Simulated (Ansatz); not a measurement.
Run this with Ansatz 0.2.0 through its Python package and show what comes out.

`ch7osbsi.py`:
```python
from pathlib import Path

import ansatz
import numpy as np

geometry_ang = [
    ("Si", (-0.9163, 1.4261, -0.0127)),
    ("C", (0.0111, 0.1108, 0.8148)),
    ("O", (-0.2746, -1.1225, 0.1901)),
    ("Sb", (1.1742, -1.4127, -1.3104)),
    ("H", (-2.3943, 1.1308, -0.0008)),
    ("H", (-0.736, 2.7588, 0.6752)),
    ("H", (-0.5042, 1.6014, -1.4197)),
    ("H", (1.1356, 0.3836, 0.8229)),
    ("H", (-0.3202, 0.0769, 1.9126)),
    ("H", (2.3465, -1.9285, -0.1452)),
    ("H", (0.5435, -3.0817, -1.506)),
]
geometry = ansatz.Crystal.molecule()
for symbol, xyz in geometry_ang:
    geometry = geometry.atom(symbol, xyz)

job = geometry.calculation().basis(gaussian="def2-SVP")

print("functional    E (Ha)        dipole (D)   HOMO (eV)  LUMO (eV)")
for name in ["hf", "cam_b3lyp", "hse06", "pbe"]:
    r = job.functional(name).forces().orbitals().run(runs_dir="runs").report
    lines = Path(r["orbitals_path"]).read_text().splitlines()
    field_of = lambda key: [line.split("=")[1].strip() for line in lines if line.startswith(key)]
    orbitals = [(27.211386 * float(e), s, float(n)) for e, s, n in zip(field_of("Ene="), field_of("Spin="), field_of("Occup="))]
    homo = max(e for e, _, n in orbitals if n > 0.5)
    lumo = min(e for e, _, n in orbitals if n < 0.5)
    dipole = 4.803205 * np.linalg.norm(r["charge_distribution"]["dipole_moment_e_ang"])
    print(f"{name:10s} {r['free_energy_ev'] / 27.211386246:14.6f} {dipole:9.3f} {homo:11.3f} {lumo:10.3f}")
```

```console
$ python ch7osbsi.py
functional    E (Ha)        dipole (D)   HOMO (eV)  LUMO (eV)
hf            -644.743480     2.875      -9.988      1.493
cam_b3lyp     -646.980840     2.492      -8.128     -0.613
hse06         -646.776579     2.405      -6.438     -2.071
pbe           -646.744713     2.214      -5.397     -2.487
```

Reading the output:
- Total energies depend on the basis set; only differences at equal settings carry meaning.
- The geometry is a force-field or estimated start, not a minimum of this method, and the basis set is short of its limit. A lower total doesn't mark the better method: functionals have no common bound, and MP2 and coupled cluster aren't variational.
- def2 sets replace the cores of elements past krypton by effective core potentials.
- Levels such as HOMO and LUMO are orbital energies: with these approximate functionals they aren't the ionisation energy and electron affinity, and their gap isn't the fundamental gap.
- hse06 follows the composition of plane-wave codes, whose totals differ by tens of mHa, up to about 0.1 Ha, from the form usual in Gaussian-basis programs (wpbeh).
- Wall time of the script: 12 s on 1 thread of Intel(R) Xeon(R) 6975P-C (Granite Rapids), with other jobs on the host, peak memory 0.35 GiB.

(Lines on the test bed's own set-up are left out of the output.)
